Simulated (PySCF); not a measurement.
# C7H11Al: the cost of one run

Programs: PySCF 2.14.0, with routines of our own; each step states its level. All values are computed. Atoms count from 0.

## 1. The system as given

19 atoms, charge 0, multiplicity 1; geometry from: GFN2-xTB.

## 2. Circular dichroism and optical rotation: TDDFT PBE0/def2-SVPD

What the job is given:

```
{"job": {"kind": "ecd", "xc": "PBE0", "basis": "def2-SVPD", "nstates": 8}, "charge": 0, "multiplicity": 1}
C      2.419876     1.427518     0.809240
C      1.496826     1.196909     0.077792
C      0.385496     0.901181    -0.800580
Al    -1.281162     1.775256    -0.077402
C     -2.059036     0.163423     0.805282
C     -0.807314    -0.740431     0.713333
C     -0.103172    -0.565051    -0.644269
C      1.036218    -1.566252    -0.808733
H      3.224108     1.643472     1.447587
H      0.725441     1.062476    -1.831884
H     -1.714652     3.250012    -0.162021
H     -2.403188     0.218652     1.843531
H     -2.880942    -0.308626     0.248580
H     -1.068372    -1.793280     0.852823
H     -0.096804    -0.467235     1.499189
H     -0.849142    -0.746819    -1.432989
H      0.666855    -2.587106    -0.724101
H      1.509743    -1.451271    -1.782050
H      1.789417    -1.403578    -0.040789
```

Method: TDDFT PBE0/def2-SVPD circular dichroism and optical rotation, one conformer, gas phase.

Launch:

```console
$ OMP_NUM_THREADS=1 python excited_run.py task.json out
```

This one command runs all jobs of the session in turn.

Q: Estimate the wall time and peak memory of this first job on 1 thread of Arm Neoverse V2, shared host.

About 1.7 min, with a peak of 1.1 GiB.
